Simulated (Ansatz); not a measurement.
Predict the output of the script below (Ansatz 0.2.0, Python API).

The script, `ch8bnsi2.py`:
```python
"""Geometry optimisation of CH8BNSi2."""

import itertools

import ansatz as az
from ase import Atoms
from ase.data import atomic_numbers, covalent_radii
import numpy as np

atoms = Atoms(["C", "Si", "B", "N", "Si", "H", "H", "H", "H", "H", "H", "H", "H"], positions=[
    [-1.4568, 1.7576, -0.0181],
    [0.0285, 1.0644, 0.7302],
    [0.4372, -0.5867, -0.1909],
    [0.2451, -1.6505, -1.2352],
    [1.5984, -2.2288, -0.4327],
    [-1.7575, 2.7653, 0.4886],
    [-2.3208, 1.0902, 0.0779],
    [-1.2858, 2.0247, -1.1117],
    [1.1535, 2.0294, 0.6334],
    [-0.2059, 0.7956, 2.179],
    [-0.6519, -2.2086, -0.8501],
    [1.4009, -3.0996, 0.7557],
    [2.8355, -1.7878, -1.0112],
])
molecule = az.Crystal.molecule_from_ase(atoms)

calc = (
    molecule.calculation()
    .basis(gaussian="def2-SVP")
    .functional("hf")
    .accuracy("medium")
)
symbols = [site.symbol for site in molecule.cartesian_sites]
start = np.array([site.position_ang for site in molecule.cartesian_sites], dtype=float)
def progress(event):
    if event["event"] == "relax_step":
        row = event["data"]
        print(f"step {row['step']:3d}  E = {row['lagrangian_ev']:.6f} eV  largest force component {row['allowed_force_max_ev_ang']:.4f} eV/A")


r = calc.relax(force_tolerance=0.01).session().plan().execute(on_event=progress).report
end = np.array(r["positions_ang"])

print("reference energy %16.6f eV" % r["reference_energy_ev"])
print("total energy     %16.6f eV" % r["free_energy_ev"])
print("occupied orbitals outside the frozen core (up, down):", r["n_occupied"], " frozen:", r["n_frozen"], " virtual:", r["n_virtual"])

# pairs closer than 1.2 times the sum of covalent radii, before or after
radius = [covalent_radii[atomic_numbers[s]] for s in symbols]
span = lambda where, i, j: np.linalg.norm(where[i] - where[j])
bonded = [(i, j) for i, j in itertools.combinations(range(len(symbols)), 2) if min(span(start, i, j), span(end, i, j)) < 1.2 * (radius[i] + radius[j])]
print("pair        before    after (A)")
for i, j in bonded:
    print(f"{symbols[i]}{i}-{symbols[j]}{j}".ljust(10), f"{span(start, i, j):8.4f} {span(end, i, j):8.4f}")
for first, second in list(itertools.combinations(bonded, 2)):
    shared = set(first) & set(second)
    if shared and symbols[(j := shared.pop())] != "H":
        i, k = sorted((set(first) | set(second)) - {j})
        u, v = end[i] - end[j], end[k] - end[j]
        angle = np.degrees(np.arccos(np.clip(u @ v / np.linalg.norm(u) / np.linalg.norm(v), -1, 1)))
        print(f"final angle {symbols[i]}{i}-{symbols[j]}{j}-{symbols[k]}{k}: {angle:.2f} deg")
```

Output of `python ch8bnsi2.py`:
```text
step   1  E = -19024.929326 eV  largest force component 6.3714 eV/A
step   2  E = -19026.445780 eV  largest force component 2.4854 eV/A
step   3  E = -19027.087997 eV  largest force component 1.9716 eV/A
step   4  E = -19027.409485 eV  largest force component 2.2698 eV/A
step   5  E = -19027.603919 eV  largest force component 0.7466 eV/A
step   6  E = -19027.632721 eV  largest force component 0.2485 eV/A
step   7  E = -19027.645206 eV  largest force component 0.0942 eV/A
step   8  E = -19027.649909 eV  largest force component 0.0619 eV/A
step   9  E = -19027.655599 eV  largest force component 0.0896 eV/A
step  10  E = -19027.657123 eV  largest force component 0.0301 eV/A
step  11  E = -19027.658015 eV  largest force component 0.0316 eV/A
step  12  E = -19027.658504 eV  largest force component 0.0498 eV/A
step  13  E = -19027.658777 eV  largest force component 0.0478 eV/A
step  14  E = -19027.659172 eV  largest force component 0.0301 eV/A
step  15  E = -19027.659431 eV  largest force component 0.0229 eV/A
step  16  E = -19027.659518 eV  largest force component 0.0214 eV/A
step  17  E = -19027.659555 eV  largest force component 0.0156 eV/A
step  18  E = -19027.659580 eV  largest force component 0.0057 eV/A
reference energy    -19027.659580 eV
total energy        -19027.659580 eV
occupied orbitals outside the frozen core (up, down): [27, 27]  frozen: 0  virtual: [91, 91]
pair        before    after (A)
C0-Si1       1.8018   1.8953
C0-H5        1.1673   1.0923
C0-H6        1.0960   1.0927
C0-H7        1.1387   1.0927
Si1-B2       1.9343   2.0273
Si1-H8       1.4853   1.4881
Si1-H9       1.4921   1.4882
B2-N3        1.5030   1.3803
B2-Si4       2.0257   1.9492
N3-Si4       1.6763   1.7527
N3-H10       1.1244   1.0011
Si4-H11      1.4865   1.4790
Si4-H12      1.4351   1.4791
final angle Si1-C0-H5: 110.99 deg
final angle Si1-C0-H6: 110.98 deg
final angle Si1-C0-H7: 110.98 deg
final angle C0-Si1-B2: 113.15 deg
final angle C0-Si1-H8: 109.31 deg
final angle C0-Si1-H9: 109.29 deg
final angle H5-C0-H6: 107.88 deg
final angle H5-C0-H7: 107.88 deg
final angle H6-C0-H7: 107.99 deg
final angle B2-Si1-H8: 108.89 deg
final angle B2-Si1-H9: 108.82 deg
final angle Si1-B2-N3: 138.58 deg
final angle Si1-B2-Si4: 160.71 deg
final angle H8-Si1-H9: 107.20 deg
final angle N3-B2-Si4: 60.71 deg
final angle B2-N3-Si4: 75.91 deg
final angle B2-N3-H10: 135.88 deg
final angle B2-Si4-N3: 43.38 deg
final angle B2-Si4-H11: 125.35 deg
final angle B2-Si4-H12: 125.36 deg
final angle Si4-N3-H10: 148.21 deg
final angle N3-Si4-H11: 115.82 deg
final angle N3-Si4-H12: 115.80 deg
final angle H11-Si4-H12: 109.23 deg
```

Reading the output:
- These settings explore the input space; basis and method may be short of convergence.
- The end point is the stationary point reached from this start; no frequency run checks that it is a minimum, and the basis set is modest.
- Finished in 67 s on 1 thread of Arm Neoverse V1, on a shared host, peak memory 0.32 GiB.
